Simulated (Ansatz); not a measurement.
# C₄H₉ClFGa: basis-set convergence

How large a basis does C₄H₉ClFGa need? Two functionals are run in growing sets.

Computed with Ansatz 0.2.0, Gaussian basis. Level: one geometry, several basis sets.

The runs, in order: PBE0-D4/def2-SVP; ωB97M-V/def2-SVP; PBE0-D4/def2-QZVPP; ωB97M-V/def2-QZVPP; the functionals' def2-TZVPP values are taken from earlier runs.

## Step 1: Structure used throughout

All runs share one geometry, relaxed beforehand with PBE0-D4 in a triple-zeta def2 set.

16 atoms, charge 0, spin multiplicity 1.

Atoms are counted from 1 here; the program's logs count them from 0.

Bond lengths: C1–C2 1.526 Å, C1–H8 1.098 Å, C1–H9 1.093 Å, C1–H10 1.093 Å, C2–C3 1.522 Å, C2–C4 1.527 Å, C2–Ga5 1.979 Å, C3–H11 1.093 Å, C3–H12 1.097 Å, C3–H13 1.093 Å, C4–H14 1.094 Å, C4–H15 1.098 Å, C4–H16 1.093 Å, Ga5–F6 1.756 Å, Ga5–Cl7 2.140 Å. Angles: C2–C1–H8 109.3°, C2–C1–H9 112.2°, C2–C1–H10 112.3°, H8–C1–H9 107.6°, H8–C1–H10 107.2°, H9–C1–H10 108.1°, C1–C2–C3 110.7°, C1–C2–C4 109.8°, C1–C2–Ga5 108.1°, C3–C2–C4 110.5°, C3–C2–Ga5 110.1°, C4–C2–Ga5 107.6°, C2–C3–H11 112.2°, C2–C3–H12 109.5°, C2–C3–H13 112.2°, H11–C3–H12 107.6°, H11–C3–H13 107.6°, H12–C3–H13 107.5° and more.

## Step 2: PBE0-D4 in def2-SVP

in.yaml reads:

```yaml
crystal:
  periodic: [false, false, false]
  atoms:
    - {symbol: C, position_ang: [0.467489, 0.604587, 1.348249]}
    - {symbol: C, position_ang: [0.016103, -0.044025, 0.042311]}
    - {symbol: C, position_ang: [1.067725, -1.021531, -0.464016]}
    - {symbol: C, position_ang: [-1.318378, -0.756775, 0.252415]}
    - {symbol: Ga, position_ang: [-0.274277, 1.390975, -1.289140]}
    - {symbol: F, position_ang: [-1.320726, 2.752629, -0.923415]}
    - {symbol: Cl, position_ang: [0.552250, 1.517698, -3.259261]}
    - {symbol: H, position_ang: [0.583658, -0.169932, 2.117309]}
    - {symbol: H, position_ang: [-0.258581, 1.331771, 1.719739]}
    - {symbol: H, position_ang: [1.432723, 1.108649, 1.248547]}
    - {symbol: H, position_ang: [0.774117, -1.492582, -1.405185]}
    - {symbol: H, position_ang: [1.212257, -1.819334, 0.275498]}
    - {symbol: H, position_ang: [2.036000, -0.540457, -0.622607]}
    - {symbol: H, position_ang: [-1.673662, -1.249369, -0.657008]}
    - {symbol: H, position_ang: [-1.196651, -1.535634, 1.016308]}
    - {symbol: H, position_ang: [-2.100056, -0.076640, 0.600266]}
basis:
  gaussian: {orbitals: def2-SVP}
hamiltonian: {xc: pbe0, dispersion: d4}
output: {orbitals: {seedname: orbitals}}
```

On the command line:

```
$ ansatz run in.yaml --threads 2 --pin off --events-out ev --progress --plain --max-ram 22528MiB --backend cpu
```

Further steps of the session: ωB97M-V in def2-SVP; PBE0-D4 in def2-QZVPP; ωB97M-V in def2-QZVPP.

Q: Predict the results of all the runs planned. Wanted: PBE0-D4: double and triple zeta above quadruple; ωB97M-V: double and triple zeta above quadruple.

As calculated:

| quantity | value |
| --- | --- |
| PBE0-D4: double and triple zeta above quadruple | 20.98, 1.95 eV |
| ωB97M-V: double and triple zeta above quadruple | 21.20, 1.88 eV |

For PBE0-D4 the step from double to triple zeta gains 19.03 eV and the next only 1.95 eV. These are total energies; as a rule much of such shifts cancels in differences, which this series doesn't test.
